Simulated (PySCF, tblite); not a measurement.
**C₄H₁₂N₂OSi: geometry, infrared bands and NMR shifts**

Wanted: the infrared bands and NMR shifts of C₄H₁₂N₂OSi (`CC(=O)N[SiH2]N(C)C`), by calculation.

The runs use tblite 0.8.0 and PySCF 2.14.0, with density-fitted response routines of our own; the level of theory stands in each step. All values are computed, except where a source is named. Atoms are numbered from 0 throughout.

**1. The molecule as given**

20 atoms, charge 0, multiplicity 1; geometry from: force field or distance geometry start.

Bonds of the start (Å): C0–C1 1.52, C1–O2 1.22, C1–N3 1.36, N3–Si4 1.72, Si4–N5 1.72, N5–C6 1.47, N5–C7 1.46, C0–H8 1.10, C0–H9 1.09, C0–H10 1.09, N3–H11 1.02, Si4–H12 1.48, Si4–H13 1.48, C6–H14 1.10, C6–H15 1.11, C6–H16 1.10, C7–H17 1.10, C7–H18 1.10, C7–H19 1.10.

**2. Optimising the geometry with GFN2-xTB**

What the job is given:

```
{"job": {"kind": "relax", "xc": "GFN2-xTB", "basis": "xTB"}, "charge": 0, "multiplicity": 1}
C      3.523000     0.363300    -0.054000
C      2.305400     0.090200    -0.924500
O      2.419200    -0.029400    -2.129000
N      1.155200    -0.044600    -0.206300
Si    -0.357500    -0.408700    -0.939900
N     -1.444800    -0.238800     0.385000
C     -1.852500     1.102700     0.833100
C     -2.587300    -1.136700     0.513300
H      3.236200     0.882000     0.868200
H      3.995700    -0.580700     0.206500
H      4.212100     0.997500    -0.606200
H      1.112700     0.008400     0.808100
H     -0.742900     0.599900    -1.949700
H     -0.396500    -1.815300    -1.396800
H     -2.571700     1.564700     0.144200
H     -2.317600     1.059000     1.842900
H     -0.992000     1.776800     0.936000
H     -3.375000    -0.907700    -0.223600
H     -2.298300    -2.184800     0.371200
H     -3.028600    -1.087300     1.518300
```

Launch:

```console
$ OMP_NUM_THREADS=1 python probes_run.py task.json out
```

The driver reads the jobs from task.json and runs them one after another.

**Question.** This job is followed by: GFN2-xTB harmonic vibrations, gas phase; GIAO PBE0/pcSseg-1 NMR shielding, non-relativistic, gas phase. Predict these results of the whole session: strongest single infrared mode (GFN2-xTB); zero-point energy (GFN2-xTB); ¹³C shifts against TMS (PBE0/pcSseg-1, means over atoms taken as alike); ¹H shifts against TMS (PBE0/pcSseg-1, means over atoms taken as alike); ¹⁷O shifts against H2O (PBE0/pcSseg-1); ¹⁵N shifts against NH3 (PBE0/pcSseg-1); ²⁹Si shifts against TMS (PBE0/pcSseg-1); surface potential, 1st and 99th percentile.

The runs gave:

| quantity | value |
| --- | --- |
| strongest single infrared mode (GFN2-xTB) | 1390 cm⁻¹, 596 km/mol |
| zero-point energy (GFN2-xTB) | 100.5 kcal/mol |
| ¹³C shifts against TMS (PBE0/pcSseg-1, means over atoms taken as alike) | 177.7, 40.6, 24.5 ppm |
| ¹H shifts against TMS (PBE0/pcSseg-1, means over atoms taken as alike) | 5.06, 4.32, 2.54, 1.98 ppm |
| ¹⁷O shifts against H2O (PBE0/pcSseg-1) | 449.1 ppm |
| ¹⁵N shifts against NH3 (PBE0/pcSseg-1) | 125.6, 17.9 ppm |
| ²⁹Si shifts against TMS (PBE0/pcSseg-1) | -36.3 ppm |
| surface potential, 1st and 99th percentile | -1.99 V and 1.94 V |

**Reading.** Over 138 steps the energy fell by 0.287 eV; of the close pairs, N3–Si4 changed most, 1.720 to 1.752 Å. All 54 modes are real, so the xTB geometry is a minimum. The strongest single mode, at 1390 cm⁻¹, moves mainly C1 and N3. GFN2-xTB is a fitted tight-binding method: band positions and strengths are rough. Its intensities can rank the bands wrongly. At PBE0/pcSseg-1: Shielding is most anisotropic at O2 (span 681 ppm, paramagnetic term -517 ppm).
